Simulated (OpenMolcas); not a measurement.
# Cr: CASSCF and CASPT2 terms and fine-structure levels

Which level of Cr lies lowest, and where do the others fall? The reference wave functions come first, then spin-orbit coupling, then second-order correlation under several settings.

Method: state-averaged CASSCF and CASPT2, spin-orbit coupling by RASSI with atomic mean-field integrals. Code: OpenMolcas 26.06.

## (1) Starting point

| Item | Value |
| --- | --- |
| Species | Cr (chromium, Z = 24, 24 electrons) |
| Basis | ANO-RCC-VQZP [7s6p4d3f2g1h], 95 functions |
| Scalar Hamiltonian | DKH4, point nucleus |
| Inactive shells | 1s 2s 2p 3s 3p |
| Active space | 6 electrons in 6 orbitals (3d 4s) |
| Some configurations of this space | 3d4 4s2, 3d5 4s, 3d6 |
| Orbitals | optimised for the highest spin of each parity, averaged over the low roots |

The outer shells:

3d4 4s2
```
3d [↑ ][↑ ][↑ ][↑ ][  ]
4s [↑↓]
```

3d5 4s
```
3d [↑ ][↑ ][↑ ][↑ ][↑ ]
4s [↑ ]
```

3d6
```
3d [↑↓][↑ ][↑ ][↑ ][↑ ]
```

Each step is its own input file, run in one work folder so that later steps find the files of earlier ones. Labels, J, g values, rates, χT and fits are worked out afterwards by a script from the matrices that RASSI stores.

## (2) GATEWAY and SEWARD: basis and integrals

Input file a.inp:

```
&GATEWAY
Coord
1

Cr 0.0 0.0 0.0
Basis=ANO-RCC-VQZP
Group=XYZ
NoMove
AngMom=0.0 0.0 0.0
AMFI
&SEWARD
Relativistic=R04O02
```

Launch:

```bash
> OMP_NUM_THREADS=1 MOLCAS_MEM=2252 MOLCAS_PROJECT=a pymolcas a.inp > a.log
```

## (3) Reference wave functions, septets of even parity, 1 root

Input file a.inp:

```
&RASSCF
FileOrb=start.orb
Symmetry=1
Spin=7
nActEl=6 0 0
Inactive=3 6
Ras2=6 0
CIRoot=1 1 1
SDav=1
CIMx=300
Iter=120 100
PrWF=0.3
OrbListing=Nothing
MaxOrb=0
Atom
>>> COPY $Project.JobIph JOB001
```

start.orb holds the contracted functions of the basis, ordered by shell, or the orbitals of the step before.

## (4) CASSCF: quintets of even parity, 35 roots

Input file a.inp:

```
&RASSCF
FileOrb=start.orb
Symmetry=1
Spin=5
nActEl=6 0 0
Inactive=3 6
Ras2=6 0
CIRoot=35 35 1
SDav=35
CIMx=300
Iter=120 100
PrWF=0.3
OrbListing=Nothing
MaxOrb=0
Atom
CIOnly
>>> COPY $Project.JobIph JOB002
```

## (5) State interaction with spin-orbit coupling

Input file a.inp:

```
&RASSI
NrOfJobIphs=2 1 1
1
1
IphNames
JOB001
JOB002
EJob
SpinOrbit
DIPRint=1.0
SOCoupling=1000.0
Subsets=2
MEES
Property=10
'ANGMOM' 1 'ANGMOM' 2 'ANGMOM' 3 'MLTPL  1' 1 'MLTPL  1' 2 'MLTPL  1' 3
'AMFI' 1 'AMFI' 2 'AMFI' 3 'MLTPL  2' 6
SOProperty=3
'ANGMOM' 1 'ANGMOM' 2 'ANGMOM' 3
```

## (6) CASPT2: IPEA 0.2 (closed shells correlated: 3s 3p)

Input file a.inp:

```
>>> COPY JOB001 $Project.JobIph
&CASPT2
Multistate=1 1
Frozen=2 3
IPEA=0.2
MaxIter=60
WThr=0.0 0.3 0.05
PrWF=0.5
NoMix
>>> COPY JOB002 $Project.JobIph
&CASPT2
Multistate=1 1
Frozen=2 3
IPEA=0.2
MaxIter=60
WThr=0.0 0.3 0.05
PrWF=0.5
NoMix
```

## (7) CASPT2: IPEA 0.15, sigma2 regulariser 0.25 (closed shells correlated: 3s 3p)

Edit a.inp of step 6 so:

```diff
@@ -4,3 +4,4 @@
 Frozen=2 3
-IPEA=0.2
+IPEA=0.15
+Sig2=0.25
 MaxIter=60
@@ -13,3 +14,4 @@
 Frozen=2 3
-IPEA=0.2
+IPEA=0.15
+Sig2=0.25
 MaxIter=60
```

## (8) CASPT2: IPEA 0.1, imaginary shift 0.05 (closed shells correlated: none)

Input file a.inp:

```
>>> COPY JOB001 $Project.JobIph
&CASPT2
Multistate=1 1
Frozen=3 6
IPEA=0.1
Imaginary=0.05
MaxIter=60
WThr=0.0 0.3 0.05
PrWF=0.5
NoMix
>>> COPY JOB002 $Project.JobIph
&CASPT2
Multistate=1 1
Frozen=3 6
IPEA=0.1
Imaginary=0.05
MaxIter=60
WThr=0.0 0.3 0.05
PrWF=0.5
NoMix
```

What does the calculation give? Wanted: lowest level; first excited level.

**Answer**, as computed:

| quantity | value |
| --- | --- |
| method | SS-CASPT2, IPEA 0.2 (closed shells correlated: 3s 3p) |
| lowest level | 3d5 4s 7S3, 100 % of that term, g = 2.002 |
| ground level listed by NIST | 7S3 |
| first excited level | 3d5 4s 5S2 at 5880 cm-1 |

Cost by method:

| method | time of its own steps | time with the reference |
| --- | --- | --- |
| A. CASSCF | 19 s | 19 s |
| B. SS-CASPT2, IPEA 0.2, +3s 3p | 1.1 s | 21 s |
| C. SS-CASPT2, IPEA 0.15, sigma2 regulariser 0.25, +3s 3p | 1.2 s | 21 s |
| D. SS-CASPT2, IPEA 0.1, imaginary shift 0.05, +none | 0.73 s | 20 s |

Times are of one thread on a shared host.

**Reading.** Second-order correlation (method B) scales the levels of the lowest configuration above 5000 cm⁻¹ by 0.52. Only the configurations of the active space and the roots asked for are present. The quintets rest on orbitals optimised for another spin in at least one step, which raises them against the optimised states. Not all states of the active space went into the spin-orbit step. Configurations with different d counts are hard to place against each other, and can be off by thousands to tens of thousands of cm-1. Levels of other configurations are missing from the list.
